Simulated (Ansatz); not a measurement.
**CH₇BOSSi: up Jacob's ladder to CCSD(T)**

How much do the methods differ for CH₇BOSSi? The plan is to run it at one geometry with functionals of several rungs and with coupled cluster. The yardstick is the atomisation energy at the CCSD(T) limit.

Computed with Ansatz 0.2.0, Gaussian basis. Level: functionals in def2-TZVPP, the program's frozen cores in correlated methods.

Plan: PBE-D4, r2SCAN-D4, PBE0-D4, B3LYP-D4, ωB97X-V, ωB97M-V, B2PLYP; CCSD(T)/def2-TZVPP; MP2/def2-QZVPP; extrapolation to the limit.

### 1 The geometry

The geometry comes from an earlier relaxation with PBE0-D4/def2-TZVP; it is a stationary point, not always the lowest conformer.

SMILES `O[SiH2]CBS`, 12 atoms, charge 0, spin multiplicity 1.

Atoms are counted from 1 here; the program's logs count them from 0.

Bond lengths: O1–Si2 1.648 Å, O1–H6 0.958 Å, Si2–C3 1.882 Å, Si2–H7 1.489 Å, Si2–H8 1.482 Å, C3–B4 1.544 Å, C3–H9 1.096 Å, C3–H10 1.095 Å, B4–S5 1.787 Å, B4–H11 1.196 Å, S5–H12 1.342 Å. Angles: Si2–O1–H6 118.1°, O1–Si2–C3 112.4°, O1–Si2–H7 111.2°, O1–Si2–H8 105.1°, C3–Si2–H7 108.5°, C3–Si2–H8 109.7°, H7–Si2–H8 109.8°, Si2–C3–B4 110.6°, Si2–C3–H9 105.7°, Si2–C3–H10 105.0°, B4–C3–H9 114.2°, B4–C3–H10 111.6°, H9–C3–H10 109.2°, C3–B4–S5 119.9°, C3–B4–H11 121.9°, S5–B4–H11 118.1°, B4–S5–H12 98.5°.

Geometry (Å):

```xyz
12

O    -2.19218   -0.68639   -0.25306
Si   -0.71492   -0.92996   -0.94124
C     0.69399   -0.69795    0.28453
B     0.69493    0.74036    0.84598
S     1.79154    1.96760    0.15054
H    -2.39946    0.19061    0.07135
H    -0.49753   -0.01036   -2.09211
H    -0.73807   -2.33366   -1.41697
H     1.60658   -0.96781   -0.25907
H     0.51056   -1.43781    1.07117
H    -0.06623    1.08423    1.70232
H     1.38769    3.02605    0.87066
```

### 2 PBE-D4 (GGA)

Input file in.yaml:

```yaml
crystal:
  periodic: [false, false, false]
  atoms:
    - {symbol: O, position_ang: [-2.192183, -0.686395, -0.253056]}
    - {symbol: Si, position_ang: [-0.714924, -0.929963, -0.941241]}
    - {symbol: C, position_ang: [0.693989, -0.697948, 0.284526]}
    - {symbol: B, position_ang: [0.694929, 0.740361, 0.845983]}
    - {symbol: S, position_ang: [1.791539, 1.967597, 0.150543]}
    - {symbol: H, position_ang: [-2.399458, 0.190610, 0.071349]}
    - {symbol: H, position_ang: [-0.497529, -0.010357, -2.092112]}
    - {symbol: H, position_ang: [-0.738070, -2.333663, -1.416966]}
    - {symbol: H, position_ang: [1.606583, -0.967808, -0.259070]}
    - {symbol: H, position_ang: [0.510558, -1.437810, 1.071169]}
    - {symbol: H, position_ang: [-0.066229, 1.084227, 1.702319]}
    - {symbol: H, position_ang: [1.387694, 3.026047, 0.870656]}
basis:
  gaussian: {orbitals: def2-TZVPP}
hamiltonian: {xc: pbe, dispersion: d4}
output: {forces: true, orbitals: {seedname: orbitals}}
```

Started as:

```bash
ansatz run in.yaml --threads 4 --pin off --events-out ev --progress --plain --max-ram 10444MiB
```

Further steps of the session: r2SCAN-D4 (meta-GGA); PBE0-D4 (hybrid); B3LYP-D4 (hybrid); ωB97X-V (range-separated); ωB97M-V (range-separated); B2PLYP (double hybrid); CCSD(T) in def2-TZVPP; MP2 in def2-QZVPP.

Q: Predict the results of all the runs planned. Wanted: atomisation energy, CCSD(T)/CBS; farthest; mean size of error, hybrid; mean size of error, range-separated; gap, smallest and largest; T1 diagnostic; triples share of the correlation energy.

The runs gave:

| quantity | value |
| --- | --- |
| atomisation energy, CCSD(T)/CBS | 4328.5 kJ/mol |
| functionals within 21.6 kJ/mol (0.5 %) | PBE0-D4, B3LYP-D4, ωB97X-V |
| farthest | B2PLYP (-49.7 kJ/mol) |
| mean size of error, hybrid | 5.7 kJ/mol |
| mean size of error, range-separated | 20.2 kJ/mol |
| gap, smallest and largest | 4.77 eV (PBE-D4), 11.27 eV (ωB97X-V) |
| T1 diagnostic | 0.0127 |
| triples share of the correlation energy | 3.8 % |

What this shows: PBE-D4 misses by +44.9 kJ/mol, or 4.1 kJ/mol for each of 11 bonds. Double hybrids carry the basis error of their MP2 part in triple zeta, and no dispersion term here, so their miss is partly the set-up's. Misses under about 21.6 kJ/mol are within the doubt on the reference itself, which lacks core-valence correlation, relativity and higher excitations. Hartree-Fock recovers 75 % of the binding; the rest is correlation. The gap grows from 4.8 to 11.3 eV across the functionals, mostly with the share of exact exchange.
